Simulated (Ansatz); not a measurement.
**KCl: taking an electron away**

An exercise on one series of results from a longer session: the logs are not shown, and one member is left open.

Method: unrestricted cation, the program's frozen cores in correlated methods; program: Ansatz 0.2.0, Gaussian basis.

The runs, in order: UKS PBE-D4/def2-TZVPP; UKS r2SCAN-D4/def2-TZVPP; UKS PBE0-D4/def2-TZVPP; UKS B3LYP-D4/def2-TZVPP; UKS wB97X-V/def2-TZVPP; UKS wB97M-V/def2-TZVPP; UKS B2PLYP/def2-TZVPP; UHF-CCSD(T)/def2-TZVPP; UHF-CCSD(T)/def2-QZVPP; extrapolation to the limit; then −ε(HOMO) from the neutral's earlier runs with LDA (SPW92), PBE-D4, revPBE-D4, BLYP-D4, r2SCAN-D4, B97M-V, PBE0-D4, B3LYP-D4, r2SCANh-D4, r2SCAN0-D4, HSE06-D4, BHLYP-D4, CAM-B3LYP-D4, LC-ωPBE, ωB97X-V, ωB97M-V.

**The geometry**

An earlier PBE0-D4 in a triple-zeta def2 set relaxation fixed the geometry.

SMILES `[Cl][K]`, 2 atoms, charge 0, spin multiplicity 1.

Atoms are counted from 1 here; the program's logs count them from 0.

Bond lengths: Cl1–K2 2.684 Å.

Set-up of the first run:

Contents of in.yaml:

```yaml
crystal:
  periodic: [false, false, false]
  atoms:
    - {symbol: Cl, position_ang: [1.157211, -0.435628, 0.577697]}
    - {symbol: K, position_ang: [-1.127711, 0.375428, -0.573697]}
basis:
  gaussian: {orbitals: def2-TZVPP}
total_charge: 1
magnetization: {spin_polarized: true, initial_magnetization: 1}
hamiltonian: {xc: pbe, dispersion: d4}
```

Run with:

```
> ansatz run in.yaml --threads 2 --pin off --events-out ev --progress --plain --max-ram 32768MiB --backend cpu
```

Steps of the session up to this table: Cation, UKS PBE-D4/def2-TZVPP; Cation, UKS r2SCAN-D4/def2-TZVPP; Cation, UKS PBE0-D4/def2-TZVPP; Cation, UKS B3LYP-D4/def2-TZVPP; Cation, UKS wB97X-V/def2-TZVPP; Cation, UKS wB97M-V/def2-TZVPP; Cation, UKS B2PLYP (frozen core)/def2-TZVPP; Cation, UHF-CCSD(T)/def2-TZVPP; Cation, UHF-CCSD(T)/def2-QZVPP.

One table of the session follows, with a row left open; its other results are not shown here.

It belongs to the step «Ionisation energies side by side». For comparison, −ε(HOMO) of the neutral from earlier runs:

| functional | −ε(HOMO) (eV) |
| --- | --- |
| LDA (SPW92) | 4.87 |
| PBE-D4 | 4.70 |
| revPBE-D4 | ? |
| BLYP-D4 | 4.57 |
| r2SCAN-D4 | 4.94 |
| B97M-V | 4.99 |
| PBE0-D4 | 5.97 |
| B3LYP-D4 | 5.73 |
| r2SCANh-D4 | 5.43 |
| r2SCAN0-D4 | 6.16 |
| HSE06-D4 | 5.57 |
| BHLYP-D4 | 7.15 |
| CAM-B3LYP-D4 | 7.34 |
| LC-ωPBE | 8.73 |
| ωB97X-V | 8.36 |
| ωB97M-V | 8.25 |

Q: Estimate the row for revPBE-D4 from the others.

The run gave: −ε(HOMO) (eV): 4.64. In the column «−ε(HOMO) (eV)» it lies between BLYP-D4 (4.57) and PBE-D4 (4.70).
